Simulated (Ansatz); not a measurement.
## H4OSSn, SMILES [OH][SnH2][SH]: a rigid scan of one bond angle

Run with Ansatz's Python interface.

Script `bend.py`:
```python
# -*- coding: utf-8 -*-
'''Energy of H4OSSn against one bond angle.'''

import ansatz
from ase import Atoms

atoms = Atoms(['O', 'Sn', 'S', 'H', 'H', 'H', 'H'], positions=[
    [-1.222, -0.9679, -0.7166],
    [0.0239, 0.444, -0.1271],
    [2.075, -0.6237, 0.4575],
    [-2.0154, -0.3992, -0.9474],
    [0.3119, 1.5845, -1.438],
    [-0.6172, 1.3023, 1.2668],
    [1.5049, -1.408, 1.459],
])

# start the scan from a relaxed geometry
first = (
    ansatz.Crystal.molecule_from_ase(atoms).calculation()
    .basis(gaussian='def2-SVP')
    .functional('cam_b3lyp')
    .relax(force_tolerance=0.02, max_steps=80)
)
atoms.positions = first.run(threads=1, backend='cpu').report['positions_ang']

rows = []
for angle in [85, 95, 105, 115, 125, 140, 160]:
    bent = atoms.copy()
    bent.set_angle(1, 2, 6, angle, indices=[6])
    calc = (
        ansatz.Crystal.molecule_from_ase(bent).calculation()
        .basis(gaussian='def2-SVP')
        .functional('cam_b3lyp')
    )
    rows.append((angle, calc.run(threads=1, backend='cpu').report['free_energy_ev']))
floor = min(e for _, e in rows)
for angle, e in rows:
    print(f'angle Sn1-S2-H6 = {angle:3d} deg   {1000 * (e - floor):9.1f} meV')
```

```console
$ python bend.py
angle Sn1-S2-H6 =  85 deg        39.7 meV
angle Sn1-S2-H6 =  95 deg         0.0 meV
angle Sn1-S2-H6 = 105 deg        55.5 meV
angle Sn1-S2-H6 = 115 deg       196.2 meV
angle Sn1-S2-H6 = 125 deg       410.5 meV
angle Sn1-S2-H6 = 140 deg       833.4 meV
angle Sn1-S2-H6 = 160 deg      1438.2 meV
```

Reading the output:
- The scan is rigid, and the energies are electronic, in a modest basis. The zero is the lowest point of the grid, which needn't be the minimum.
- def2 sets replace the cores of elements past krypton by effective core potentials.
- Timing: 2.5 min on 1 thread of Arm Neoverse V2, with other jobs on the host, peak memory 0.26 GiB.

(A comment or docstring line of the script was reworded after the run, the code is as it ran; lines on the test bed's own set-up are left out of the output.)
